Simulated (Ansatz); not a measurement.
# C3H9NSi: inversion of the pyramid at N3

Aim: the minimum-energy path and barrier of the inversion of the pyramid at N3. The ends are relaxed first, then joined by a nudged elastic band. SMILES of the start: CC(N)=C[SiH3].

Program: Ansatz 0.2.0. Level of theory: RKS PBE/def2-SVP. These are calculated values, not measurements.

## 1. The system as given

Bond lengths: C1–C2 1.467 Å, C2–N3 1.360 Å, C2–C4 1.401 Å, C4–Si5 1.851 Å, C1–H6 1.146 Å, C1–H7 1.054 Å, C1–H8 1.114 Å, N3–H9 1.053 Å, N3–H10 1.014 Å, C4–H11 1.010 Å, Si5–H12 1.491 Å, Si5–H13 1.543 Å, Si5–H14 1.461 Å. Angles (14 of 21 angles, heavy atoms first): C1–C2–N3 113.0°, C1–C2–C4 128.2°, N3–C2–C4 118.8°, C2–C4–Si5 125.8°, C2–C1–H6 113.6°, C2–C1–H7 113.6°, C2–C1–H8 108.9°, C2–N3–H9 115.8°, C2–N3–H10 117.4°, C2–C4–H11 119.0°, Si5–C4–H11 115.2°, C4–Si5–H12 106.1°, C4–Si5–H13 111.5°, C4–Si5–H14 111.1°.

Structure file:

```xyz
14

C    -1.3836   -0.5531    0.4913
C     0.0440   -0.2912    0.7021
N     0.5020   -0.7720    1.8892
C     0.9464    0.3417   -0.1627
Si    0.5336    1.0687   -1.8143
H    -1.8067   -0.0588   -0.4521
H    -1.6244   -1.5791    0.4579
H    -1.9657   -0.0441    1.2935
H     1.5439   -0.9083    1.9564
H     0.0216   -1.5724    2.2857
H     1.9073    0.4506    0.1272
H     1.8108    1.6150   -2.3573
H    -0.4963    2.2109   -1.6870
H    -0.0458    0.0631   -2.7012
```

## 2. Relaxing end A

File input.yaml:

```yaml
crystal:
  periodic: [false, false, false]
  atoms:
    - { symbol: C, position_ang: [-1.3836, -0.5531, 0.4913] }
    - { symbol: C, position_ang: [0.044, -0.2912, 0.7021] }
    - { symbol: "N", position_ang: [0.502, -0.772, 1.8892] }
    - { symbol: C, position_ang: [0.9464, 0.3417, -0.1627] }
    - { symbol: Si, position_ang: [0.5336, 1.0687, -1.8143] }
    - { symbol: H, position_ang: [-1.8067, -0.0588, -0.4521] }
    - { symbol: H, position_ang: [-1.6244, -1.5791, 0.4579] }
    - { symbol: H, position_ang: [-1.9657, -0.0441, 1.2935] }
    - { symbol: H, position_ang: [1.5439, -0.9083, 1.9564] }
    - { symbol: H, position_ang: [0.0216, -1.5724, 2.2857] }
    - { symbol: H, position_ang: [1.9073, 0.4506, 0.1272] }
    - { symbol: H, position_ang: [1.8108, 1.615, -2.3573] }
    - { symbol: H, position_ang: [-0.4963, 2.2109, -1.687] }
    - { symbol: H, position_ang: [-0.0458, 0.0631, -2.7012] }
basis:
  gaussian: { orbitals: def2-SVP }
hamiltonian:
  xc: pbe
relax:
  f_tol: 0.015
  max_steps: 40
```

Launch:

```console
$ ansatz run input.yaml --threads 2 --pin off --max-ram 3072MiB --backend cpu --events-out ev --progress --plain --runs-dir out
```

Log, cut to the lines that bear on the results:

```text
Warning: RAYON_NUM_THREADS=2 ignored (pool sized by the plan → 2); use --threads N
[...]
Functional definition: PBE
[...]
1364 factors; their error is unknown
[...]
mean field -12608.06862314 eV, -463.3379758446 hartree, gradient 2.9e-5 eV, S^2 0.000000; 0 other end points of the search recorded, 0 dependent functions left out
[...]
reference -12608.06866304 eV, -463.3379773109 hartree; 24, 24 occupied and 95, 95 virtual orbitals, 1364 factors
relax step   1: F+E_penalty+E_count = -12608.06862314 eV  Δ(F+E_penalty+E_count) = +0.000e0 eV  max|allowed force component| = 5.112e0 eV/Å  Δτ_max = 0.0000 Å  (28 SCF iters, accepted)
[...]
relax step   7: F+E_penalty+E_count = -12608.55811800 eV  Δ(F+E_penalty+E_count) = -3.578e-4 eV  max|allowed force component| = 1.811e-2 eV/Å  Δτ_max = 0.0090 Å  (33 SCF iters, accepted)
[...]
relax step   8: F+E_penalty+E_count = -12608.55819827 eV  Δ(F+E_penalty+E_count) = -8.027e-5 eV  max|allowed force component| = 1.385e-2 eV/Å  Δτ_max = 0.0027 Å  (23 SCF iters, accepted)
1364 factors; their error is unknown
mean field -12608.55819827 eV, -463.3559673988 hartree, gradient 2.1e-5 eV, S^2 0.000000; 1 other end points of the search recorded, 0 dependent functions left out
[...]
reference -12608.55823804 eV, -463.3559688602 hartree; 24, 24 occupied and 95, 95 virtual orbitals, 1364 factors
Total energy: -12608.55823804 eV, -463.3559688602 hartree
Atom 0 at    -1.369455    -0.514060     0.449035 Å, force    -0.001394     0.002290     0.001099 eV/Å
Atom 1 at     0.106640    -0.329348     0.705166 Å, force    -0.003540     0.000197     0.000276 eV/Å
Atom 2 at     0.516907    -0.807500     1.938416 Å, force    -0.000167    -0.008127    -0.013852 eV/Å
Atom 3 at     0.949211     0.304699    -0.169573 Å, force     0.003649     0.006180     0.003110 eV/Å
Atom 4 at     0.482415     1.091089    -1.789080 Å, force     0.000787    -0.004015     0.005066 eV/Å
Atom 5 at    -1.677239    -0.097970    -0.527903 Å, force     0.000806    -0.001426     0.002259 eV/Å
Atom 6 at    -1.641410    -1.592235     0.457421 Å, force     0.001095     0.000902     0.001202 eV/Å
Atom 7 at    -1.969430    -0.018777     1.241622 Å, force    -0.000292    -0.001103    -0.003322 eV/Å
Atom 8 at     1.522504    -0.884798     2.096828 Å, force    -0.002909     0.000785     0.003141 eV/Å
Atom 9 at    -0.030124    -1.558856     2.360397 Å, force     0.004322     0.003574     0.005914 eV/Å
Atom 10 at     2.012767     0.376882     0.125640 Å, force    -0.002335    -0.001644    -0.001896 eV/Å
Atom 11 at     1.726392     1.655364    -2.424107 Å, force     0.000827     0.002289     0.000059 eV/Å
Atom 12 at    -0.512888     2.222742    -1.656733 Å, force     0.001327     0.000618    -0.002783 eV/Å
Atom 13 at    -0.129192     0.123769    -2.778429 Å, force    -0.002176    -0.000522    -0.000274 eV/Å
Dipole moment:    -0.054655    -0.464044     0.538468 e Å
```

Run time: 24 s. Hardware: 2 threads of Arm Neoverse V1, shared host; peak memory 0.15 GiB.

Step by step:

```csv
step,energy from step 1 (eV),largest force component (eV/Å)
1,0.0000,5.1121
2,-0.4349,1.3619
3,-0.4804,0.4249
4x,-0.4785,0.2580
5,-0.4884,0.0633
6,-0.4891,0.0495
7,-0.4895,0.0181
8,-0.4896,0.0139
```

Step 1 is the start. 1 step was tried and not accepted (marked x).

After: Bond lengths: C1–C2 1.509 Å, C2–N3 1.385 Å, C2–C4 1.370 Å, C4–Si5 1.860 Å, C1–H6 1.106 Å, C1–H7 1.112 Å, C1–H8 1.111 Å, N3–H9 1.021 Å, N3–H10 1.021 Å, C4–H11 1.106 Å, Si5–H12 1.506 Å, Si5–H13 1.513 Å, Si5–H14 1.513 Å. Angles (14 of 21 angles, heavy atoms first): C1–C2–N3 113.5°, C1–C2–C4 123.3°, N3–C2–C4 123.1°, C2–C4–Si5 126.7°, C2–C1–H6 112.1°, C2–C1–H7 110.9°, C2–C1–H8 110.6°, C2–N3–H9 117.1°, C2–N3–H10 117.6°, C2–C4–H11 116.8°, Si5–C4–H11 116.5°, C4–Si5–H12 108.6°, C4–Si5–H13 113.9°, C4–Si5–H14 113.6°.

## 3. End point B

The second end starts from a geometry with the move made by hand.

Edit input.yaml of step 2 so:

```diff
@@ -11,4 +11,4 @@
     - { symbol: H, position_ang: [-1.9657, -0.0441, 1.2935] }
-    - { symbol: H, position_ang: [1.5439, -0.9083, 1.9564] }
-    - { symbol: H, position_ang: [0.0216, -1.5724, 2.2857] }
+    - { symbol: H, position_ang: [1.25359, -0.20043, 2.35511] }
+    - { symbol: H, position_ang: [-0.18826, -1.06071, 2.57391] }
     - { symbol: H, position_ang: [1.9073, 0.4506, 0.1272] }
@@ -24 +24,3 @@
   max_steps: 40
+output:
+  orbitals: {}
```

Launch:

```console
$ ansatz run input.yaml --threads 2 --pin off --max-ram 3072MiB --backend cpu --events-out ev --progress --plain --runs-dir out
```

Log:

```text
Warning: RAYON_NUM_THREADS=2 ignored (pool sized by the plan → 2); use --threads N
The last accepted step is kept in <dir> (removed where the run ends without a failure and the disk answers)
Engine: ansatz 0.2.0, aarch64-unknown-linux-gnu
[... 1 set-up line as earlier in the session ...]
  parameter kappa = 0.804
  parameter beta = 0.06672455060314922
  exchange = pbe_x(kappa = kappa, mu = beta*pi^2/3)
  correlation = pbe_c(beta = beta)
1364 factors; their error is unknown
mean field evaluation 1: about -12595.3295 eV, gradient 7.2e1 eV
mean field evaluation 2: about -12575.2073 eV, gradient 1.1e2 eV
mean field evaluation 4: about -12607.9253 eV, gradient 8.8e0 eV
mean field evaluation 8: about -12608.1196 eV, gradient 1.1e-1 eV
mean field evaluation 16: about -12608.0295 eV, gradient 3.1e-3 eV
mean field -12608.02947702 eV, -463.3365372511 hartree, gradient 2.5e-5 eV, S^2 0.000000; 0 other end points of the search recorded, 0 dependent functions left out
the calculation of the forces begins
reference -12608.02951677 eV, -463.3365387119 hartree; 24, 24 occupied and 95, 95 virtual orbitals, 1364 factors
relax step   1: F+E_penalty+E_count = -12608.02947702 eV  Δ(F+E_penalty+E_count) = +0.000e0 eV  max|allowed force component| = 5.099e0 eV/Å  Δτ_max = 0.0000 Å  (30 SCF iters, accepted)
these checks for a lower state are left out or cut short: starts, cluster_reference, orbital_swaps, neighbouring_geometries, increment
1364 factors; their error is unknown
mean field -12608.48830017 eV, -463.3533986908 hartree, gradient 1.0e-5 eV, S^2 0.000000; 0 other end points of the search recorded, 0 dependent functions left out
the calculation of the forces begins
reference -12608.48834010 eV, -463.3534001583 hartree; 24, 24 occupied and 95, 95 virtual orbitals, 1364 factors
relax step   2: F+E_penalty+E_count = -12608.48830017 eV  Δ(F+E_penalty+E_count) = -4.588e-1 eV  max|allowed force component| = 1.368e0 eV/Å  Δτ_max = 0.1794 Å  (30 SCF iters, accepted)
these checks for a lower state are left out or cut short: starts, cluster_reference, orbital_swaps, neighbouring_geometries, increment
1364 factors; their error is unknown
mean field evaluation 32: about -12608.5525 eV, gradient 2.3e-3 eV
mean field -12608.55246513 eV, -463.3557567098 hartree, gradient 8.3e-6 eV, S^2 0.000000; 0 other end points of the search recorded, 0 dependent functions left out
the calculation of the forces begins
reference -12608.55250496 eV, -463.3557581734 hartree; 24, 24 occupied and 95, 95 virtual orbitals, 1364 factors
relax step   3: F+E_penalty+E_count = -12608.55246513 eV  Δ(F+E_penalty+E_count) = -6.416e-2 eV  max|allowed force component| = 2.856e-1 eV/Å  Δτ_max = 0.1049 Å  (31 SCF iters, accepted)
these checks for a lower state are left out or cut short: starts, cluster_reference, orbital_swaps, neighbouring_geometries, increment
1364 factors; their error is unknown
mean field -12608.55650741 eV, -463.3559052609 hartree, gradient 8.8e-6 eV, S^2 0.000000; 0 other end points of the search recorded, 0 dependent functions left out
the calculation of the forces begins
reference -12608.55654721 eV, -463.3559067234 hartree; 24, 24 occupied and 95, 95 virtual orbitals, 1364 factors
relax step   4: F+E_penalty+E_count = -12608.55650741 eV  Δ(F+E_penalty+E_count) = -4.042e-3 eV  max|allowed force component| = 1.043e-1 eV/Å  Δτ_max = 0.0380 Å  (32 SCF iters, accepted)
these checks for a lower state are left out or cut short: starts, cluster_reference, orbital_swaps, neighbouring_geometries, increment
1364 factors; their error is unknown
mean field -12608.55738065 eV, -463.3559373519 hartree, gradient 8.8e-6 eV, S^2 0.000000; 0 other end points of the search recorded, 0 dependent functions left out
the calculation of the forces begins
reference -12608.55742043 eV, -463.3559388137 hartree; 24, 24 occupied and 95, 95 virtual orbitals, 1364 factors
relax step   5: F+E_penalty+E_count = -12608.55738065 eV  Δ(F+E_penalty+E_count) = -8.732e-4 eV  max|allowed force component| = 6.176e-2 eV/Å  Δτ_max = 0.0278 Å  (32 SCF iters, accepted)
these checks for a lower state are left out or cut short: starts, cluster_reference, orbital_swaps, neighbouring_geometries, increment
1364 factors; their error is unknown
mean field -12608.55774170 eV, -463.3559506202 hartree, gradient 8.8e-6 eV, S^2 0.000000; 0 other end points of the search recorded, 0 dependent functions left out
the calculation of the forces begins
reference -12608.55778149 eV, -463.3559520822 hartree; 24, 24 occupied and 95, 95 virtual orbitals, 1364 factors
relax step   6: F+E_penalty+E_count = -12608.55774170 eV  Δ(F+E_penalty+E_count) = -3.611e-4 eV  max|allowed force component| = 2.120e-2 eV/Å  Δτ_max = 0.0065 Å  (33 SCF iters, accepted)
these checks for a lower state are left out or cut short: starts, cluster_reference, orbital_swaps, neighbouring_geometries, increment
1364 factors; their error is unknown
mean field -12608.55794730 eV, -463.3559581756 hartree, gradient 8.8e-6 eV, S^2 0.000000; 0 other end points of the search recorded, 0 dependent functions left out
the calculation of the forces begins
reference -12608.55798709 eV, -463.3559596378 hartree; 24, 24 occupied and 95, 95 virtual orbitals, 1364 factors
relax step   7: F+E_penalty+E_count = -12608.55794730 eV  Δ(F+E_penalty+E_count) = -2.056e-4 eV  max|allowed force component| = 1.642e-2 eV/Å  Δτ_max = 0.0126 Å  (33 SCF iters, accepted)
these checks for a lower state are left out or cut short: starts, cluster_reference, orbital_swaps, neighbouring_geometries, increment
1364 factors; their error is unknown
mean field evaluation 64: about -12608.6481 eV, gradient 2.0e-3 eV
mean field -12608.55795341 eV, -463.3559584003 hartree, gradient 8.9e-6 eV, S^2 0.000000; 0 other end points of the search recorded, 0 dependent functions left out
the calculation of the forces begins
reference -12608.55799318 eV, -463.3559598617 hartree; 24, 24 occupied and 95, 95 virtual orbitals, 1364 factors
relax step   8: F+E_penalty+E_count = -12608.55795341 eV  Δ(F+E_penalty+E_count) = -6.113e-6 eV  max|allowed force component| = 5.070e-2 eV/Å  Δτ_max = 0.0159 Å  (33 SCF iters, accepted)
these checks for a lower state are left out or cut short: starts, cluster_reference, orbital_swaps, neighbouring_geometries, increment
1364 factors; their error is unknown
mean field -12608.55806755 eV, -463.3559625948 hartree, gradient 8.9e-6 eV, S^2 0.000000; 0 other end points of the search recorded, 0 dependent functions left out
the calculation of the forces begins
reference -12608.55810732 eV, -463.3559640564 hartree; 24, 24 occupied and 95, 95 virtual orbitals, 1364 factors
relax step   9: F+E_penalty+E_count = -12608.55806755 eV  Δ(F+E_penalty+E_count) = -1.141e-4 eV  max|allowed force component| = 1.208e-2 eV/Å  Δτ_max = 0.0030 Å  (33 SCF iters, accepted)
1364 factors; their error is unknown
mean field evaluation 96: about -12608.5581 eV, gradient 1.6e-4 eV
mean field -12608.55806755 eV, -463.3559625948 hartree, gradient 2.0e-5 eV, S^2 0.000000; 1 other end points of the search recorded, 0 dependent functions left out
the calculation of the forces begins
reference -12608.55810732 eV, -463.3559640564 hartree; 24, 24 occupied and 95, 95 virtual orbitals, 1364 factors
Total energy: -12608.55810732 eV, -463.3559640564 hartree
Atom 0 at    -1.394040    -0.490349     0.454027 Å, force     0.004286    -0.001834    -0.000196 eV/Å
Atom 1 at     0.065288    -0.245522     0.752758 Å, force     0.002019    -0.004205     0.012085 eV/Å
Atom 2 at     0.482284    -0.793546     1.953759 Å, force    -0.008792    -0.000203     0.000427 eV/Å
Atom 3 at     0.912315     0.403274    -0.106905 Å, force    -0.001095    -0.000042    -0.002647 eV/Å
Atom 4 at     0.489153     1.070963    -1.790167 Å, force    -0.001578     0.001700     0.004764 eV/Å
Atom 5 at    -1.694552    -0.069417    -0.523012 Å, force    -0.000345    -0.000216     0.000453 eV/Å
Atom 6 at    -1.615406    -1.578637     0.445264 Å, force    -0.000458     0.001353    -0.000373 eV/Å
Atom 7 at    -2.040157    -0.030639     1.233449 Å, force     0.000399     0.001354    -0.000984 eV/Å
Atom 8 at     1.399620    -0.514527     2.303600 Å, force     0.000811     0.001553    -0.002245 eV/Å
Atom 9 at    -0.217877    -0.937470     2.682188 Å, force     0.004146     0.002556    -0.007381 eV/Å
Atom 10 at     1.959732     0.529530     0.225198 Å, force    -0.000215    -0.001878    -0.001641 eV/Å
Atom 11 at     1.739244     1.639811    -2.409161 Å, force     0.000120     0.000188     0.000163 eV/Å
Atom 12 at    -0.542129     2.177932    -1.763990 Å, force    -0.001026     0.000210    -0.001491 eV/Å
Atom 13 at    -0.056545     0.029158    -2.741388 Å, force     0.001729    -0.000537    -0.000933 eV/Å
Dipole moment:    -0.125369    -0.198371     0.678257 e Å
```

Run time: 26 s. Hardware: 2 threads of Arm Neoverse V1, shared host; peak memory 0.15 GiB.

The steps of the relaxation:

```csv
step,energy from step 1 (eV),largest force component (eV/Å)
1,0.0000,5.0988
2,-0.4588,1.3678
3,-0.5230,0.2856
4,-0.5270,0.1043
5,-0.5279,0.0618
6,-0.5283,0.0212
7,-0.5285,0.0164
8,-0.5285,0.0507
9,-0.5286,0.0121
```

Step 1 is the start.

After: Bond lengths: C1–C2 1.510 Å, C2–N3 1.384 Å, C2–C4 1.370 Å, C4–Si5 1.860 Å, C1–H6 1.105 Å, C1–H7 1.111 Å, C1–H8 1.112 Å, N3–H9 1.021 Å, N3–H10 1.021 Å, C4–H11 1.106 Å, Si5–H12 1.506 Å, Si5–H13 1.513 Å, Si5–H14 1.513 Å. Angles (14 of 21 angles, heavy atoms first): C1–C2–N3 113.5°, C1–C2–C4 123.4°, N3–C2–C4 123.1°, C2–C4–Si5 126.7°, C2–C1–H6 112.1°, C2–C1–H7 110.7°, C2–C1–H8 110.9°, C2–N3–H9 117.4°, C2–N3–H10 117.9°, C2–C4–H11 116.8°, Si5–C4–H11 116.5°, C4–Si5–H12 108.6°, C4–Si5–H13 113.7°, C4–Si5–H14 113.8°.

## 4. Nudged elastic band

crystal.atoms is end A as relaxed above, and neb.final_atoms is end B, turned to lie on A. With 5 inner images the band has 7 in all.

File input.yaml:

```yaml
crystal:
  periodic: [false, false, false]
  atoms:
    - { symbol: C, position_ang: [-1.369455, -0.51406, 0.449035] }
    - { symbol: C, position_ang: [0.10664, -0.329348, 0.705166] }
    - { symbol: "N", position_ang: [0.516907, -0.8075, 1.938416] }
    - { symbol: C, position_ang: [0.949211, 0.304699, -0.169573] }
    - { symbol: Si, position_ang: [0.482415, 1.091089, -1.78908] }
    - { symbol: H, position_ang: [-1.677239, -0.09797, -0.527903] }
    - { symbol: H, position_ang: [-1.64141, -1.592235, 0.457421] }
    - { symbol: H, position_ang: [-1.96943, -0.018777, 1.241622] }
    - { symbol: H, position_ang: [1.522504, -0.884798, 2.096828] }
    - { symbol: H, position_ang: [-0.030124, -1.558856, 2.360397] }
    - { symbol: H, position_ang: [2.012767, 0.376882, 0.12564] }
    - { symbol: H, position_ang: [1.726392, 1.655364, -2.424107] }
    - { symbol: H, position_ang: [-0.512888, 2.222742, -1.656733] }
    - { symbol: H, position_ang: [-0.129192, 0.123769, -2.778429] }
basis:
  gaussian: { orbitals: def2-SVP }
hamiltonian:
  xc: pbe
neb:
  order_check: false
  images: 5
  f_tol: 0.05
  max_iterations: 60
  initial_path: idpp
  final_atoms:
    - { symbol: C, position_ang: [-1.36213299, -0.55069655, 0.42870839] }
    - { symbol: C, position_ang: [0.11919927, -0.38982253, 0.67076826] }
    - { symbol: "N", position_ang: [0.5676043, -1.04576045, 1.80447798] }
    - { symbol: C, position_ang: [0.95280026, 0.28820918, -0.17940457] }
    - { symbol: Si, position_ang: [0.48077695, 1.10091017, -1.78407175] }
    - { symbol: H, position_ang: [-1.68939446, -0.04346825, -0.49742108] }
    - { symbol: H, position_ang: [-1.6321935, -1.62503889, 0.34929604] }
    - { symbol: H, position_ang: [-1.94939295, -0.1265211, 1.27221301] }
    - { symbol: H, position_ang: [1.51204738, -0.83253091, 2.12744252] }
    - { symbol: H, position_ang: [-0.10303835, -1.21673705, 2.55451384] }
    - { symbol: H, position_ang: [2.01936519, 0.34529496, 0.10781626] }
    - { symbol: H, position_ang: [1.72439492, 1.66413886, -2.42098375] }
    - { symbol: H, position_ang: [-0.49748677, 2.2439351, -1.6225098] }
    - { symbol: H, position_ang: [-0.15545125, 0.15908847, -2.78214536] }
```

Launch:

```console
$ ansatz run input.yaml --threads 2 --pin off --max-ram 3072MiB --backend cpu --events-out ev --progress --plain --runs-dir out
```

Log, cut to the lines that bear on the results:

```text
Warning: RAYON_NUM_THREADS=2 ignored (pool sized by the plan → 2); use --threads N
[...]
[... 1 set-up line as earlier in the session ...]
[...]
1364 factors; their error is unknown
[...]
mean field -12608.55819722 eV, -463.3559673601 hartree, gradient 3.2e-5 eV, S^2 0.000000; 0 other end points of the search recorded, 0 dependent functions left out
[...]
reference -12608.55823697 eV, -463.3559688208 hartree; 24, 24 occupied and 95, 95 virtual orbitals, 1364 factors
1364 factors; their error is unknown
[...]
mean field -12608.55806640 eV, -463.3559625527 hartree, gradient 3.2e-5 eV, S^2 0.000000; 0 other end points of the search recorded, 0 dependent functions left out
[...]
reference -12608.55810615 eV, -463.3559640134 hartree; 24, 24 occupied and 95, 95 virtual orbitals, 1364 factors
NEB end point (image 0): max|allowed force component| = 1.392e-2 eV/Å (the criterion of neb.relax_end_points is 1.000e-2)
[...]
Atom 4 at     0.477363     1.101916    -1.786834 Å, force    -0.000970     0.000525    -0.001645 eV/Å
Atom 5 at    -1.675527    -0.084465    -0.522184 Å, force     0.000122    -0.000293    -0.000185 eV/Å
Atom 6 at    -1.622700    -1.621243     0.397561 Å, force     0.000019     0.000462     0.000457 eV/Å
Atom 7 at    -1.960352    -0.082557     1.247008 Å, force     0.000398     0.000321    -0.000321 eV/Å
Atom 8 at     1.525603    -0.859026     2.141908 Å, force    -0.001350    -0.001029     0.001184 eV/Å
Atom 9 at    -0.092036    -1.407211     2.484643 Å, force    -0.000374    -0.000107    -0.000567 eV/Å
Atom 10 at     2.015535     0.381050     0.114448 Å, force     0.000091     0.000058     0.000057 eV/Å
Atom 11 at     1.717688     1.677605    -2.419788 Å, force    -0.000169     0.000131     0.000271 eV/Å
Atom 12 at    -0.520371     2.231918    -1.648557 Å, force     0.000123    -0.000213     0.000688 eV/Å
Atom 13 at    -0.136095     0.145547    -2.786730 Å, force     0.000516    -0.000416     0.000158 eV/Å
Dipole moment:    -0.086635    -0.397195     0.677993 e Å
this run last wrote the band of iteration 5 to <dir>
```

It took 81 s on 2 threads of Arm Neoverse V1, shared host; peak memory 0.16 GiB.

[end of part 1 of 2]
